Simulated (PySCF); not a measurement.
# F2H2MoN2 (Mo(NH)2F2): the cost of one run

Programs: PySCF 2.14.0, with routines of our own; each step states its level. All values are computed. Atoms count from 0.

### Step 1. The starting structure

7 atoms, charge 0, multiplicity 1; geometry from: GFN2-xTB.

### Step 2. Geometry optimisation at PBE0-D3(BJ)/def2-SVP

The job: settings as JSON, then the geometry in Å.

```
{"job": {"xc": "PBE0", "basis": "def2-SVP", "d3": "d3bj", "grid": 1, "maxiter": 30, "shake": 0.03, "kind": "geom"}, "charge": 0, "multiplicity": 1}
Mo    -0.335910    -0.064630    -0.264520
N     -0.424310    -0.001360     1.447310
H     -0.266710    -0.001360     2.420000
N      1.318760    -0.034290    -0.904760
H      2.209870    -0.091470    -1.081700
F     -1.173420     1.558880    -0.843210
F     -1.236420    -1.467780    -0.841680
```

Run with:

```sh
> OMP_NUM_THREADS=1 python heavy_run.py task.json out
```

This one command runs all jobs of the session in turn.

Q: Estimate the wall time and peak memory of this first job on 1 thread of Arm Neoverse N1, shared host.

About 56 s, with a peak of 0.37 GiB.
